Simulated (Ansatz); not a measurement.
**Molecular dynamics of Cs$_{2}$TeH$_{6}$SO$_{10}$**

Input file:

```yaml
accuracy: low
crystal:
  lattice:
    - [3.7395, 2.159001, 5.545667]
    - [-3.7395, 2.159001, 5.545667]
    - [0.0, -4.318003, 5.545667]
  atoms:
    - { symbol: Cs, position: [0.27182783, 0.31243795, 0.24336716] }
    - { symbol: Cs, position: [0.7316555, 0.75758316, 0.78559429] }
    - { symbol: Te, position: [0.00517339, 0.03650482, 0.035843] }
    - { symbol: H, position: [1.28644151, 0.77471589, -0.26045507] }
    - { symbol: H, position: [-0.11259504, 1.12763676, 0.74357967] }
    - { symbol: H, position: [0.67157756, -0.1289066, 1.2881165] }
    - { symbol: H, position: [0.80628464, 0.37751752, 0.18485736] }
    - { symbol: H, position: [0.15985225, 0.92809401, 0.31381592] }
    - { symbol: H, position: [0.29915352, 0.1634881, 0.74995805] }
    - { symbol: S, position: [0.51667492, 0.55259512, 0.53044968] }
    - { symbol: O, position: [1.12181031, 0.80964697, -0.08220096] }
    - { symbol: O, position: [-0.08295338, 1.23041847, 0.77662349] }
    - { symbol: O, position: [0.75027315, -0.01573207, 1.14968145] }
    - { symbol: O, position: [0.48255968, 0.47949383, 0.38716602] }
    - { symbol: O, position: [0.74007479, 0.586705, 0.44268684] }
    - { symbol: O, position: [0.3296583, 0.78989374, 0.53967066] }
    - { symbol: O, position: [0.51673808, 0.41257275, 0.7560786] }
    - { symbol: O, position: [0.94701147, 0.32754745, 0.08841142] }
    - { symbol: O, position: [0.03331815, 0.90716874, 0.34567979] }
    - { symbol: O, position: [0.29966968, 0.08192199, 0.91109224] }
basis:
  ecutwfc: 420.0
kpoints:
  mp_grid: { grid: [2, 2, 2] }
hamiltonian:
  xc: pbe
  dispersion: d3bj
scf:
  occupations: { method: fermi_dirac, width: 0.05 }
  lower_state_search: "off"
  max_iter: 77
md:
  timestep: 0.5
  n_steps: 200
  ensemble: nvt_nose_hoover
  temperature: 910.0
  initial_velocities: maxwell_boltzmann
  seed: 361307
  nose_hoover: { tau: 3.0, chain_length: 1 }
```

Run as:

```bash
$ ansatz run input.yaml --threads 1 --pin off --max-ram 3072MiB --backend cpu --events-out ev --progress --plain --runs-dir out
```

It goes on from the last frame of an earlier run, with new velocities.

Output, in part (step lines):

```
md step     0: t =     0.00 fs  T =   910.0 K  F+E_penalty+E_count = -24991.94244204 eV  E_kin = 2.234905 eV  conserved = -24989.70753665 eV  (9 SCF iters)
md step     1: t =     0.50 fs  T =   967.6 K  F+E_penalty+E_count = -24992.08994144 eV  E_kin = 2.376475 eV  conserved = -24989.71241388 eV  (9 SCF iters)
md step     2: t =     1.00 fs  T =  1047.8 K  F+E_penalty+E_count = -24992.30239858 eV  E_kin = 2.573314 eV  conserved = -24989.71761938 eV  (9 SCF iters)
md step     3: t =     1.50 fs  T =  1112.4 K  F+E_penalty+E_count = -24992.49658000 eV  E_kin = 2.731883 eV  conserved = -24989.71991737 eV  (9 SCF iters)
md step     4: t =     2.00 fs  T =  1139.2 K  F+E_penalty+E_count = -24992.63059563 eV  E_kin = 2.797872 eV  conserved = -24989.71978979 eV  (9 SCF iters)
md step     5: t =     2.50 fs  T =  1125.7 K  F+E_penalty+E_count = -24992.70308159 eV  E_kin = 2.764584 eV  conserved = -24989.71893238 eV  (6 SCF iters)
md step     6: t =     3.00 fs  T =  1080.2 K  F+E_penalty+E_count = -24992.72977713 eV  E_kin = 2.652841 eV  conserved = -24989.71852463 eV  (5 SCF iters)
md step     7: t =     3.50 fs  T =  1013.8 K  F+E_penalty+E_count = -24992.72502621 eV  E_kin = 2.489749 eV  conserved = -24989.71878414 eV  (4 SCF iters)
[... lines left out ...]
md step   200: t =   100.00 fs  T =   776.3 K  F+E_penalty+E_count = -24993.74034082 eV  E_kin = 1.906468 eV  conserved = -24989.71975804 eV  (9 SCF iters)
```

The steps, from the saved trajectory:

```csv
time (fs),T (K),potential energy less start (eV),conserved less start (meV/atom)
0.0,910,0.000,0.00
3.0,1080,-0.787,-0.55
6.0,815,-0.961,-0.35
9.0,821,-1.601,-0.57
12.0,783,-1.740,-0.66
15.0,998,-2.003,-0.66
18.0,990,-2.055,-0.71
21.0,798,-1.942,-0.76
24.0,730,-1.633,-0.55
27.0,1261,-2.174,-0.77
30.0,997,-2.129,-0.43
33.0,700,-2.484,-0.82
36.0,622,-2.416,-0.71
39.0,1209,-2.944,-0.76
42.0,1076,-2.890,-0.70
45.0,649,-2.783,-0.90
48.0,512,-2.354,-0.70
51.0,1127,-2.344,-0.94
54.0,1445,-1.795,-0.69
57.0,794,-1.517,-0.67
60.0,633,-1.712,-0.88
63.0,784,-1.680,-0.61
66.0,1269,-1.920,-0.72
69.0,959,-1.639,-0.50
72.0,757,-1.924,-0.82
75.0,826,-2.180,-0.82
78.0,964,-2.213,-0.65
81.0,871,-1.884,-0.58
84.0,899,-1.787,-0.89
87.0,985,-1.678,-0.91
90.0,966,-1.409,-0.45
93.0,1060,-1.899,-0.72
96.0,712,-1.707,-0.45
99.0,756,-1.870,-0.66
```

All steps were run. The conserved energy stayed within 1.1 meV per atom of its start (net change -0.61 meV per atom), so the integration is sound. A run of 0.1 ps of so small a system gives no equilibrium averages. Limits of this set-up: low accuracy level.

Mean squared displacements from the first frame to the last, about the centre of mass: Cs 0.07 Å², Te 0.01 Å², H 0.49 Å², S 0.01 Å², O 0.12 Å².

Last frame:

```xyz
20
Lattice="3.7395 2.1590 5.5457 -3.7395 2.1590 5.5457 0.0000 -4.3180 5.5457" Properties=species:S:1:pos:R:3
Cs -0.195 -0.018 4.399
Cs -0.023 -0.092 12.825
Te -0.199 -0.018 0.488
H 1.706 5.369 10.004
H -5.424 -0.571 9.984
H 3.408 -4.232 10.439
H 1.379 1.495 7.248
H -2.250 0.870 6.805
H 0.418 -2.151 7.063
S -0.159 0.065 8.945
O 1.242 4.384 10.178
O -4.514 -0.536 10.458
O 2.765 -3.332 10.275
O -0.178 0.473 7.477
O 0.630 1.148 9.643
O -1.562 0.094 9.665
O 0.688 -1.049 9.027
O 2.078 2.210 7.348
O -3.138 0.645 7.000
O 0.687 -3.065 7.270
```

Time of the run: 5.8 min on 1 thread of AMD EPYC 9R45 96-Core Processor (Zen 5), on a shared host, peak memory 0.74 GiB.
